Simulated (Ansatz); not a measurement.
**CH₅AlSeSi: a ladder of functionals and wavefunction methods**

One table from this session's results is given with a row withheld; the runs are named, their logs left out.

Computed with Ansatz 0.2.0, Gaussian basis. Level: functionals in def2-TZVPP, the program's frozen cores in correlated methods.

Plan: PBE-D4, r2SCAN-D4, PBE0-D4, B3LYP-D4, ωB97X-V, ωB97M-V, B2PLYP; CCSD(T)/def2-TZVPP; MP2/def2-QZVPP; extrapolation to the limit.

### Structure used throughout

An earlier PBE0-D4 in a triple-zeta def2 set relaxation fixed the geometry.

SMILES `C[SiH]1[AlH][Se]1`, 9 atoms, charge 0, spin multiplicity 1.

Atoms are counted from 1 here; the program's logs count them from 0.

Bond lengths: C1–Si2 1.871 Å, C1–H5 1.093 Å, C1–H6 1.091 Å, C1–H7 1.094 Å, Si2–Al3 2.335 Å, Si2–Se4 2.356 Å, Si2–H8 1.489 Å, Al3–Se4 2.302 Å, Al3–H9 1.575 Å. Angles: Si2–C1–H5 110.2°, Si2–C1–H6 111.0°, Si2–C1–H7 110.1°, H5–C1–H6 108.6°, H5–C1–H7 108.2°, H6–C1–H7 108.6°, C1–Si2–Al3 127.2°, C1–Si2–Se4 113.5°, C1–Si2–H8 109.5°, Al3–Si2–Se4 58.8°, Al3–Si2–H8 122.2°, Se4–Si2–H8 110.5°, Si2–Al3–Se4 61.1°, Si2–Al3–H9 162.8°, Se4–Al3–H9 136.1°, Si2–Se4–Al3 60.2°.

Geometry (Å):

```mol
CH5AlSeSi
  3D, bonds by distance, orders not assigned

  9  9  0  0  0  0  0  0  0  0999 V2000
   -0.4015    1.0587   -1.0735 C   0  0
    0.2418   -0.5203   -0.3027 Si  0  0
    0.8498   -0.8587    1.9263 Al  0  0
   -1.2533   -1.4914    1.2372 Se  0  0
   -1.2548    0.8423   -1.7211 H   0  0
   -0.7174    1.7679   -0.3072 H   0  0
    0.3793    1.5253   -1.6804 H   0  0
    0.5905   -1.4918   -1.3761 H   0  0
    1.6541   -0.8782    3.2804 H   0  0
  1  2  8  0
  2  3  8  0
  3  4  8  0
  1  5  8  0
  1  6  8  0
  1  7  8  0
  2  8  8  0
  3  9  8  0
  2  4  8  0
M  END
```

Set-up of the first run:

Contents of in.yaml:

```yaml
crystal:
  periodic: [false, false, false]
  atoms:
    - {symbol: C, position_ang: [-0.401497, 1.058713, -1.073465]}
    - {symbol: Si, position_ang: [0.241839, -0.520280, -0.302651]}
    - {symbol: Al, position_ang: [0.849786, -0.858742, 1.926257]}
    - {symbol: Se, position_ang: [-1.253302, -1.491379, 1.237236]}
    - {symbol: H, position_ang: [-1.254832, 0.842288, -1.721101]}
    - {symbol: H, position_ang: [-0.717420, 1.767863, -0.307184]}
    - {symbol: H, position_ang: [0.379309, 1.525334, -1.680436]}
    - {symbol: H, position_ang: [0.590476, -1.491767, -1.376136]}
    - {symbol: H, position_ang: [1.654139, -0.878231, 3.280378]}
basis:
  gaussian: {orbitals: def2-TZVPP}
hamiltonian: {xc: pbe, dispersion: d4}
output: {forces: true, orbitals: {seedname: orbitals}}
```

Run with:

```sh
$ ansatz run in.yaml --threads 4 --pin off --events-out ev --progress --plain --max-ram 10444MiB
```

Steps of the session up to this table: PBE-D4 (GGA); r2SCAN-D4 (meta-GGA); PBE0-D4 (hybrid); B3LYP-D4 (hybrid); ωB97X-V (range-separated); ωB97M-V (range-separated); B2PLYP (double hybrid); CCSD(T) in def2-TZVPP; MP2 in def2-QZVPP.

One of the session's tables, all rows but one given; the rest of the session is left out.

```
            method  atomisation energy (kJ/mol)
            PBE-D4                       2900.0
         r2SCAN-D4                       2902.2
           PBE0-D4                       2877.5
          B3LYP-D4                       2857.1
           ωB97X-V                       2893.1
           ωB97M-V                            ?
            B2PLYP                       2826.9
     HF/def2-TZVPP                       2123.8
    MP2/def2-TZVPP                       2826.9
   CCSD/def2-TZVPP                       2757.3
CCSD(T)/def2-TZVPP                       2802.6
           MP2/CBS                       2911.7
       CCSD(T)/CBS                       2887.5
```

**Question.** Estimate the row for ωB97M-V.

The run gave: atomisation energy (kJ/mol): 2870.4. In the column «atomisation energy (kJ/mol)» it lies between B3LYP-D4 (2857.1) and PBE0-D4 (2877.5).

Among the levels timed on like hardware and quicker than the yardstick, those that no quicker one beats, quickest first: PBE-D4 (3.6 s, +12.6 kJ/mol); PBE0-D4 (3.9 s, -10.0 kJ/mol); ωB97X-V (10 s, +5.7 kJ/mol).

B2PLYP carry no dispersion term (for B3LYP, D4 adds 36.9 kJ/mol).

Caveats from the session: All levels share the lack of spin-orbit coupling, which lowers the free heavy atoms and so the true binding.
